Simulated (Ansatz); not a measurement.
# InSe: the cost of one run

Method: DFT PBE, scalar-relativistic, plane waves, PAW, in Ansatz 0.2.0.

## 1. The system as given

The structure is hexagonal, space group P6_3/mmc (No. 194). Conventional cell: a = 4.050 Å, b = 4.050 Å, c = 16.930 Å, α = 90.00°, β = 90.00°, γ = 120.00°. In (site symmetry 3m) is surrounded by 3 Se at 2.52 Å. Se (site symmetry 3m) has 3 In at 2.52 Å as nearest neighbours.

Structure file:

```
CELL_PARAMETERS angstrom
4.05000 0.00000 0.00000
-2.02500 3.50740 0.00000
0.00000 0.00000 16.93000
ATOMIC_POSITIONS crystal
In 0.33333 0.66667 0.15700
In 0.66667 0.33333 0.65700
In 0.33333 0.66667 0.34300
In 0.66667 0.33333 0.84300
Se 0.33333 0.66667 0.60200
Se 0.66667 0.33333 0.10200
Se 0.33333 0.66667 0.89800
Se 0.66667 0.33333 0.39800
```

The structure comes from the Crystallography Open Database.

(A quick probe on a coarse mesh, which set the mesh and smearing, is not shown.)

## 3. Rough relaxation on the coarse mesh

Input file input.yaml:

```yaml
crystal:
  lattice:
    - [4.0499987506, 0.0, 0.0]
    - [-2.0249993753, 3.5074018033, 0.0]
    - [0.0, 0.0, 16.93]
  atoms:
    - { symbol: In, position: [0.3333333333, 0.6666666667, 0.157] }
    - { symbol: In, position: [0.6666666667, 0.3333333333, 0.657] }
    - { symbol: In, position: [0.3333333333, 0.6666666667, 0.343] }
    - { symbol: In, position: [0.6666666667, 0.3333333333, 0.843] }
    - { symbol: Se, position: [0.3333333333, 0.6666666667, 0.602] }
    - { symbol: Se, position: [0.6666666667, 0.3333333333, 0.102] }
    - { symbol: Se, position: [0.3333333333, 0.6666666667, 0.898] }
    - { symbol: Se, position: [0.6666666667, 0.3333333333, 0.398] }
basis:
  ecutwfc: 420
kpoints:
  mp_grid: { grid: [6, 6, 2] }
hamiltonian:
  xc: pbe
scf:
  occupations: { method: gaussian, width: 0.1 }
output:
  forces: true
  stress: true
  eigenvalues: true
relax:
  adjacent_minimum: "off"
  f_tol: 0.05
  max_steps: 80
  cell: { stress_tol: 0.5 }
```

Started as:

```bash
ansatz run input.yaml --threads 2 --pin off --max-ram 5120MiB --backend cpu --events-out ev --progress --plain --runs-dir out
```

Q: Estimate wall time and peak memory on 2 threads of Intel Xeon at 2.50GHz (Skylake/Cascade Lake), shared host.

About 2 min, with a peak of 0.7 GiB.
